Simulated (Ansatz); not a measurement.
# GeH₇NOSi: one species, many methods

An exercise on one series of results from a longer session: the logs are not shown, and one member is left open.

Program: Ansatz 0.2.0, Gaussian basis. Level of theory: functionals in def2-TZVPP, the program's frozen cores in correlated methods. These are calculated values, not measurements.

Levels to be run: PBE-D4, r2SCAN-D4, PBE0-D4, B3LYP-D4, ωB97X-V, ωB97M-V, B2PLYP; CCSD(T)/def2-TZVPP; MP2/def2-QZVPP; extrapolation to the limit.

## Structure used throughout

All runs share one geometry, relaxed beforehand with PBE0-D4 in a triple-zeta def2 set.

SMILES `[NH2][GeH2][SiH2]O`, 11 atoms, charge 0, spin multiplicity 1.

Atoms are counted from 1 here; the program's logs count them from 0.

Bond lengths: N1–Ge2 1.882 Å, N1–H5 1.012 Å, N1–H6 1.011 Å, Ge2–Si3 2.395 Å, Ge2–H7 1.540 Å, Ge2–H8 1.543 Å, Si3–O4 1.645 Å, Si3–H9 1.488 Å, Si3–H10 1.487 Å, O4–H11 0.977 Å. Angles: Ge2–N1–H5 113.2°, Ge2–N1–H6 113.3°, H5–N1–H6 107.5°, N1–Ge2–Si3 96.4°, N1–Ge2–H7 106.4°, N1–Ge2–H8 110.3°, Si3–Ge2–H7 115.8°, Si3–Ge2–H8 118.2°, H7–Ge2–H8 108.5°, Ge2–Si3–O4 99.5°, Ge2–Si3–H9 113.0°, Ge2–Si3–H10 113.2°, O4–Si3–H9 111.7°, O4–Si3–H10 111.6°, H9–Si3–H10 107.8°, Si3–O4–H11 110.0°.

Set-up of the first run:

in.yaml reads:

```yaml
crystal:
  periodic: [false, false, false]
  atoms:
    - {symbol: N, position_ang: [-1.428646, 0.696212, -0.266314]}
    - {symbol: Ge, position_ang: [0.426712, 0.925119, -0.483250]}
    - {symbol: Si, position_ang: [1.074047, -1.143161, 0.537056]}
    - {symbol: O, position_ang: [-0.410209, -1.825334, 0.730954]}
    - {symbol: H, position_ang: [-1.813928, 1.256195, 0.483291]}
    - {symbol: H, position_ang: [-1.957029, 0.902393, -1.103523]}
    - {symbol: H, position_ang: [0.676784, 1.030587, -1.999493]}
    - {symbol: H, position_ang: [0.884716, 2.240071, 0.181649]}
    - {symbol: H, position_ang: [1.768201, -0.956223, 1.840277]}
    - {symbol: H, position_ang: [1.949258, -1.976090, -0.330274]}
    - {symbol: H, position_ang: [-1.104505, -1.206972, 0.430228]}
basis:
  gaussian: {orbitals: def2-TZVPP}
hamiltonian: {xc: pbe, dispersion: d4}
output: {forces: true, orbitals: {seedname: orbitals}}
```

Command:

```console
$ ansatz run in.yaml --threads 4 --pin off --events-out ev --progress --plain --max-ram 10444MiB
```

Steps of the session up to this table: PBE-D4 (GGA); r2SCAN-D4 (meta-GGA); PBE0-D4 (hybrid); B3LYP-D4 (hybrid); ωB97X-V (range-separated); ωB97M-V (range-separated); B2PLYP (double hybrid); CCSD(T) in def2-TZVPP; MP2 in def2-QZVPP.

One of the session's tables, all rows but one given; the rest of the session is left out.

It belongs to the step «Atomisation energies». 

| method | atomisation energy (kJ/mol) |
| --- | --- |
| PBE-D4 | 3487.3 |
| r2SCAN-D4 | 3466.2 |
| PBE0-D4 | 3430.9 |
| B3LYP-D4 | 3469.1 |
| ωB97X-V | 3500.0 |
| ωB97M-V | 3474.5 |
| B2PLYP | ? |
| HF/def2-TZVPP | 2422.5 |
| MP2/def2-TZVPP | 3408.4 |
| CCSD/def2-TZVPP | 3346.8 |
| CCSD(T)/def2-TZVPP | 3395.0 |
| MP2/CBS | 3508.4 |
| CCSD(T)/CBS | 3494.9 |

Q: Estimate the row for B2PLYP from the others.

As computed: atomisation energy (kJ/mol): 3428.5. In the column «atomisation energy (kJ/mol)» it lies between MP2/def2-TZVPP (3408.4) and PBE0-D4 (3430.9).

Limits of these values: Free atoms (1 N, 1 Ge, 1 Si, 1 O, 7 H) were run apart at each level; the atomisation energy is their sum less the molecule, without zero-point or spin-orbit terms.
